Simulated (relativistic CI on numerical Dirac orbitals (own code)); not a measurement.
# Sn⁶⁺: how the levels respond to the fine-structure constant and the nuclear radius

How sensitive are the low transitions of Sn⁶⁺ to a change of α? Wanted is q = dE/dx with x = (α/α0)² − 1, and the field-shift factor by the mean square nuclear radius, for the lowest 30 levels.

Method: Dirac-Coulomb-Breit CI, KLI orbitals optimised for each configuration, derivatives by finite differences. Code: relativistic CI on numerical Dirac orbitals (own code) version 2.

## Step 1: The atom as given

* ion: Sn⁶⁺ (Sn VII)
* nuclear charge: 50
* electrons: 44
* isotope: A = 120
* first configuration: [Kr] 4d8

The outer shells:

[Kr] 4d8
```
[Kr] core
4d [↑↓][↑↓][↑↓][↑ ][↑ ]
```

## Step 2: Levels and derivatives

Settings of the run:

```ini
atom Sn  Z=50  charge=6  electrons=44
nucleus A=120  rms_radius_fm=4.6519
hamiltonian dirac-coulomb  breit=on  qed=off  c_scale=1
orbitals kli  potential=per-configuration
slater_scale 1
correlation none
mixing on
configurations
  [Kr] 4d8
  [Kr] 4d7 5s
  [Kr] 4d7 4f
  [Ar] 3d10 4s2 4p5 4d9
  [Kr] 4d7 5p
  [Kr] 4d7 5d
  [Ar] 3d10 4s2 4p4 4d10
  [Ar] 3d10 4s 4p6 4d9
end
derivatives alpha2 +-0.01 radius +-1%
```

**Question.** What will these runs give? Wanted: lowest level; largest q in size, lowest 30 levels; largest K in size within the lowest configuration; largest field-shift factor among them.

The runs gave:

| quantity | value |
| --- | --- |
| lowest level | 4d8 3F4 |
| largest q in size, lowest 30 levels | -31320 cm⁻¹ (4d7 5s 5F5) |
| largest K in size within the lowest configuration | 2.04 (4d8 3F3) |
| largest field-shift factor among them | 22.4 GHz/fm² (4d7 5s 5F1) |

What this shows: Among these levels the largest q belongs to 4d7 5s 5F5, a change of configuration. The fine-structure partner 3F3 has K = 2.04, close to the 2 of an interval that scales as α². K = 2q/E, the relative sensitivity of a level, hangs on the computed energy: between configurations that lie close it can be off by a factor of several.
